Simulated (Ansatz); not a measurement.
**CH₃BS₂: taking an electron away**

The task here is to estimate one member of a computed series from the others.

Computed with Ansatz 0.2.0, Gaussian basis. Level: unrestricted cation, the program's frozen cores in correlated methods.

The runs, in order: UKS PBE-D4/def2-TZVPP; UKS r2SCAN-D4/def2-TZVPP; UKS PBE0-D4/def2-TZVPP; UKS B3LYP-D4/def2-TZVPP; UKS wB97X-V/def2-TZVPP; UKS wB97M-V/def2-TZVPP; UKS B2PLYP/def2-TZVPP; UHF-MP2/def2-TZVPP; UHF-MP2/def2-QZVPP; then −ε(HOMO) from the neutral's earlier runs with LDA (SPW92), PBE-D4, revPBE-D4, BLYP-D4, r2SCAN-D4, B97M-V, PBE0-D4, B3LYP-D4, r2SCANh-D4, r2SCAN0-D4, HSE06-D4, BHLYP-D4, CAM-B3LYP-D4, LC-ωPBE, ωB97X-V, ωB97M-V.

1 further run of the same task is left out (it didn't finish).

**The geometry**

All runs share one geometry, relaxed beforehand with PBE0-D4 in a triple-zeta def2 set.

SMILES `S=CBS`, 7 atoms, charge 0, spin multiplicity 1.

Atoms are counted from 1 here; the program's logs count them from 0.

Bond lengths: S1–C2 1.616 Å, C2–B3 1.549 Å, C2–H5 1.094 Å, B3–S4 1.773 Å, B3–H6 1.194 Å, S4–H7 1.343 Å. Angles: S1–C2–B3 119.3°, S1–C2–H5 119.7°, B3–C2–H5 121.0°, C2–B3–S4 119.4°, C2–B3–H6 120.1°, S4–B3–H6 120.5°, B3–S4–H7 97.7°.

Set-up of the first run:

Input file in.yaml:

```yaml
crystal:
  periodic: [false, false, false]
  atoms:
    - {symbol: S, position_ang: [0.227268, -2.350638, -0.403968]}
    - {symbol: C, position_ang: [-0.664489, -1.024442, -0.161726]}
    - {symbol: B, position_ang: [0.030449, 0.282446, 0.293414]}
    - {symbol: S, position_ang: [0.913249, 1.258449, -0.894016]}
    - {symbol: H, position_ang: [-1.753361, -1.079170, -0.257539]}
    - {symbol: H, position_ang: [-0.032665, 0.627363, 1.434716]}
    - {symbol: H, position_ang: [1.340649, 2.217991, -0.056582]}
basis:
  gaussian: {orbitals: def2-TZVPP}
total_charge: 1
magnetization: {spin_polarized: true, initial_magnetization: 1}
hamiltonian: {xc: pbe, dispersion: d4}
```

Among the steps run: Cation, UKS PBE-D4/def2-TZVPP; Cation, UKS r2SCAN-D4/def2-TZVPP; Cation, UKS PBE0-D4/def2-TZVPP; Cation, UKS B3LYP-D4/def2-TZVPP; Cation, UKS wB97X-V/def2-TZVPP; Cation, UKS wB97M-V/def2-TZVPP; Cation, UKS B2PLYP (frozen core)/def2-TZVPP; Cation, UHF-MP2/def2-TZVPP; Cation, UHF-MP2/def2-QZVPP.

One of the session's tables, all rows but one given; the rest of the session is left out.

It belongs to the step «Ionisation energies side by side». Orbital estimates, from the neutral's runs:

```
  functional  −ε(HOMO) (eV)
 LDA (SPW92)           5.38
      PBE-D4           5.27
   revPBE-D4           5.23
     BLYP-D4           5.12
   r2SCAN-D4           5.49
      B97M-V           5.57
     PBE0-D4           6.49
    B3LYP-D4           6.25
  r2SCANh-D4           5.94
  r2SCAN0-D4           6.63
    HSE06-D4           6.09
    BHLYP-D4           7.58
CAM-B3LYP-D4           7.81
     LC-ωPBE           9.21
     ωB97X-V              ?
     ωB97M-V           8.68
```

Q: Estimate the row for ωB97X-V from the others.

**Answer.** −ε(HOMO) (eV): 8.85. In the column «−ε(HOMO) (eV)» it lies between ωB97M-V (8.68) and LC-ωPBE (9.21).
